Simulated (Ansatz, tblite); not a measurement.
# C18H8F6O4: a ladder of methods and basis sets

How do method and basis change the picture of C18H8F6O4 (singlet)?

Method: as each input shows; program: Ansatz 0.2.0, Gaussian basis.

The runs, in order: GFN1-xTB, GFN2-xTB, PBE-D4/def2-TZVP, r2SCAN-D4/def2-TZVP, PBE+5HF/def2-SVP, PBE+10HF/def2-SVP, PBE+15HF/def2-SVP, PBE+35HF/def2-SVP, PBE+50HF/def2-SVP, PBE-D4/def2-SVP, PBE0-D4/def2-SVP.

1 further run of the same task is left out (set aside as unsound or not needed).

### Step 1. The relaxed structure

The geometry is that of the singlet, from an earlier relaxation (r2SCAN-D4/def2-SVP).

SMILES `FC(F)(F)c1ccc(-c2ccc(-c3ccc(-c4ccc(C(F)(F)F)o4)o3)o2)o1`, 36 atoms, charge 0, spin multiplicity 1.

Bond lengths: F1–C2 1.344 Å, C2–F3 1.344 Å, C2–F4 1.341 Å, C2–C5 1.486 Å, C5–C6 1.370 Å, C5–O28 1.356 Å, C6–C7 1.422 Å, C6–H29 1.088 Å, C7–C8 1.383 Å, C7–H30 1.088 Å, C8–C9 1.432 Å, C8–O28 1.360 Å, C9–C10 1.383 Å, C9–O27 1.362 Å, C10–C11 1.417 Å, C10–H31 1.088 Å, C11–C12 1.384 Å, C11–H32 1.088 Å and more. Angles: F1–C2–F3 106.7°, F1–C2–F4 108.1°, F1–C2–C5 112.1°, F3–C2–F4 108.1°, F3–C2–C5 112.1°, F4–C2–C5 109.5°, C2–C5–C6 132.5°, C2–C5–O28 116.5°, C6–C5–O28 111.0°, C5–C6–C7 105.9°, C5–C6–H29 126.2°, C7–C6–H29 127.9°, C6–C7–C8 106.2°, C6–C7–H30 127.4°, C8–C7–H30 126.4°, C7–C8–C9 132.6°, C7–C8–O28 109.9°, C9–C8–O28 117.5° and more.

As a file:

```
F    -5.9936    2.8667   -0.0902
C    -6.3464    1.9284    0.8051
F    -5.8887    2.3414    1.9994
F    -7.6858    1.8896    0.8626
C    -5.8259    0.5851    0.4414
C    -6.4465   -0.6068    0.1735
C    -5.4046   -1.5319   -0.1127
C    -4.2192   -0.8283    0.0054
C    -2.8469   -1.2051   -0.1582
C    -2.2368   -2.4017   -0.4892
C    -0.8416   -2.1528   -0.4964
C    -0.6865   -0.8171   -0.1698
C     0.4563    0.0234   -0.0170
C     0.6059    1.3589    0.3096
C     2.0006    1.6154    0.3042
C     2.6138    0.4221   -0.0262
C     3.9810    0.0392   -0.1913
C     4.5917   -1.1556   -0.5214
C     5.9914   -0.8953   -0.5273
C     6.1293    0.4285   -0.2026
C     7.3188    1.3043   -0.0434
F     7.4045    1.8207    1.1950
F     7.2984    2.3445   -0.8949
F     8.4326    0.5951   -0.2777
O     4.9184    1.0060    0.0034
O     1.6764   -0.5479   -0.2217
O    -1.9025   -0.2431    0.0355
O    -4.4794    0.4633    0.3432
H    -7.5190   -0.7898    0.1817
H    -5.5078   -2.5834   -0.3725
H    -2.7407   -3.3432   -0.7001
H    -0.0384   -2.8538   -0.7125
H    -0.2030    2.0542    0.5244
H     2.5092    2.5542    0.5139
H     4.0845   -2.0948   -0.7308
H     6.8006   -1.5903   -0.7424
```

PBE0-D4/def2-TZVP was run before; its log isn't repeated, and its numbers join the tables.

### Step 2. GFN1-xTB

Tight binding, by tblite at 300 K electronic temperature and without a spin-polarisation term:

```python
tblite.interface.Calculator('GFN1-xTB', numbers, positions, charge=0, uhf=0).singlepoint()
```

Energy -2503.8945 eV, HOMO -11.06 eV, LUMO -8.85 eV; 0.064 s.

### Step 3. GFN2-xTB

Tight binding, by tblite at 300 K electronic temperature and without a spin-polarisation term:

```python
tblite.interface.Calculator('GFN2-xTB', numbers, positions, charge=0, uhf=0).singlepoint()
```

Energy -2375.4218 eV, HOMO -10.48 eV, LUMO -8.22 eV; 0.062 s.

### Step 4. PBE-D4/def2-TZVP

start.molden holds the orbitals of an earlier run on this state, given as this run's starting guess.

Contents of in.yaml:

```yaml
crystal:
  periodic: [false, false, false]
  atoms:
    - {symbol: F, position_ang: [-5.993558, 2.866664, -0.090152]}
    - {symbol: C, position_ang: [-6.346413, 1.928397, 0.805100]}
    - {symbol: F, position_ang: [-5.888713, 2.341354, 1.999378]}
    - {symbol: F, position_ang: [-7.685790, 1.889577, 0.862566]}
    - {symbol: C, position_ang: [-5.825883, 0.585103, 0.441415]}
    - {symbol: C, position_ang: [-6.446536, -0.606810, 0.173521]}
    - {symbol: C, position_ang: [-5.404584, -1.531851, -0.112683]}
    - {symbol: C, position_ang: [-4.219216, -0.828299, 0.005422]}
    - {symbol: C, position_ang: [-2.846901, -1.205118, -0.158154]}
    - {symbol: C, position_ang: [-2.236764, -2.401691, -0.489238]}
    - {symbol: C, position_ang: [-0.841639, -2.152761, -0.496446]}
    - {symbol: C, position_ang: [-0.686515, -0.817097, -0.169797]}
    - {symbol: C, position_ang: [0.456317, 0.023420, -0.016961]}
    - {symbol: C, position_ang: [0.605940, 1.358927, 0.309613]}
    - {symbol: C, position_ang: [2.000601, 1.615401, 0.304166]}
    - {symbol: C, position_ang: [2.613800, 0.422138, -0.026186]}
    - {symbol: C, position_ang: [3.980988, 0.039240, -0.191314]}
    - {symbol: C, position_ang: [4.591671, -1.155643, -0.521394]}
    - {symbol: C, position_ang: [5.991374, -0.895280, -0.527303]}
    - {symbol: C, position_ang: [6.129284, 0.428467, -0.202580]}
    - {symbol: C, position_ang: [7.318802, 1.304303, -0.043386]}
    - {symbol: F, position_ang: [7.404547, 1.820671, 1.194971]}
    - {symbol: F, position_ang: [7.298353, 2.344510, -0.894874]}
    - {symbol: F, position_ang: [8.432595, 0.595147, -0.277737]}
    - {symbol: O, position_ang: [4.918433, 1.005965, 0.003412]}
    - {symbol: O, position_ang: [1.676419, -0.547939, -0.221744]}
    - {symbol: O, position_ang: [-1.902512, -0.243148, 0.035483]}
    - {symbol: O, position_ang: [-4.479410, 0.463318, 0.343212]}
    - {symbol: H, position_ang: [-7.519004, -0.789776, 0.181684]}
    - {symbol: H, position_ang: [-5.507827, -2.583431, -0.372475]}
    - {symbol: H, position_ang: [-2.740730, -3.343158, -0.700076]}
    - {symbol: H, position_ang: [-0.038410, -2.853826, -0.712489]}
    - {symbol: H, position_ang: [-0.202992, 2.054174, 0.524379]}
    - {symbol: H, position_ang: [2.509209, 2.554179, 0.513929]}
    - {symbol: H, position_ang: [4.084492, -2.094815, -0.730836]}
    - {symbol: H, position_ang: [6.800564, -1.590302, -0.742445]}
basis:
  gaussian: {orbitals: def2-TZVP, fitting: {mean_field: def2-universal-jkfit}, initial_orbitals: start.molden}
hamiltonian: {xc: pbe, dispersion: d4}
scf: {omitted_lower_state_checks: [starts]}
output: {orbitals: {seedname: orbitals}}
```

The run is started by

```console
> ansatz run in.yaml --threads 2 --pin off --events-out ev --progress --plain --max-ram 32768MiB --backend cuda --devices 0, --max-vram 18GiB
```

Further steps of the session: r2SCAN-D4/def2-TZVP; PBE+5HF/def2-SVP; PBE+10HF/def2-SVP; PBE+15HF/def2-SVP; PBE+35HF/def2-SVP; PBE+50HF/def2-SVP; PBE-D4/def2-SVP; PBE0-D4/def2-SVP.

Q: Predict the results of all the runs planned. Wanted: gap in def2-TZVP, named functionals, smallest and largest; gap over the share of exact exchange; binding an atom, functionals in def2-TZVP; PBE0 total energy, smallest basis above largest.

**Answer**, as computed:

```
                                                 quantity                                 value
gap in def2-TZVP, named functionals, smallest and largest   2.11 eV (PBE-D4), 3.52 eV (PBE0-D4)
                     gap over the share of exact exchange          2.17 eV at 0, 5.09 eV at 0.5
                binding an atom, functionals in def2-TZVP  5.26 (r2SCAN-D4) to 5.49 eV (PBE-D4)
          PBE0 total energy, smallest basis above largest        48.88 eV (def2-SVP, def2-TZVP)
```

What this shows: Orbital gaps of the named functionals in def2-TZVP span 2.11 eV (PBE-D4) to 3.52 eV (PBE0-D4); exact exchange widens it. Raising the share of exact exchange from 0 to 0.5 moves the HOMO by -1.74 eV and the LUMO by +1.18 eV.
